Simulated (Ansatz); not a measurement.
# Cl4H2In2: the cost of one run

The runs use Ansatz 0.2.0, Gaussian basis; the settings change from run to run.

### 1 The molecule

The geometry comes from an earlier relaxation with PBE0-D4 in a triple-zeta def2 set; it is a stationary point, not always the lowest conformer. In takes a core potential in def2 sets; no spin-orbit term is included.

SMILES `[Cl][In@H-]1[Cl+][In@@H-]([Cl])[Cl+]1`, 8 atoms, charge 0, spin multiplicity 1.

Atoms are counted from 1 here; the program's logs count them from 0.

Bond lengths: Cl1–In2 2.306 Å, In2–Cl3 2.527 Å, In2–Cl6 2.529 Å, In2–H7 1.692 Å, Cl3–In4 2.529 Å, In4–Cl5 2.306 Å, In4–Cl6 2.527 Å, In4–H8 1.692 Å. Angles: Cl1–In2–Cl3 104.3°, Cl1–In2–Cl6 104.2°, Cl1–In2–H7 131.3°, Cl3–In2–Cl6 87.1°, Cl3–In2–H7 110.5°, Cl6–In2–H7 110.5°, In2–Cl3–In4 92.3°, Cl3–In4–Cl5 104.2°, Cl3–In4–Cl6 87.1°, Cl3–In4–H8 110.5°, Cl5–In4–Cl6 104.3°, Cl5–In4–H8 131.3°, Cl6–In4–H8 110.5°, In2–Cl6–In4 92.3°.

### 2 PBE0/STO-3G

This run has a grid of angular degree 23, D3(BJ) dispersion.

File in.yaml:

```yaml
crystal:
  periodic: [false, false, false]
  atoms:
    - {symbol: Cl, position_ang: [2.024103, 0.161372, -2.423479]}
    - {symbol: In, position_ang: [1.825713, -0.016379, -0.132513]}
    - {symbol: Cl, position_ang: [0.031631, -1.764050, 0.203349]}
    - {symbol: In, position_ang: [-1.772321, -0.009870, 0.458129]}
    - {symbol: Cl, position_ang: [-2.692138, 0.166980, -1.649501]}
    - {symbol: Cl, position_ang: [0.079703, 1.709321, 0.475469]}
    - {symbol: H, position_ang: [2.996826, -0.126583, 1.083785]}
    - {symbol: H, position_ang: [-2.493507, -0.120789, 1.984762]}
basis:
  gaussian: {orbitals: STO-3G, final_grid: {core_spheres: 8, valence_spheres: 7, degree: 23}}
hamiltonian: {xc: {name: PBE0}, dispersion: d3bj}
output: {forces: true}
```

Started as:

```
> ansatz run in.yaml --threads 2 --pin off --events-out ev --progress --plain --max-ram 20480MiB --backend cpu
```

**Question.** How long does this run take on 2 threads of AMD EPYC 7R13, shared host, and how much memory does it need?

About 4.3 s, with a peak of 0.38 GiB.
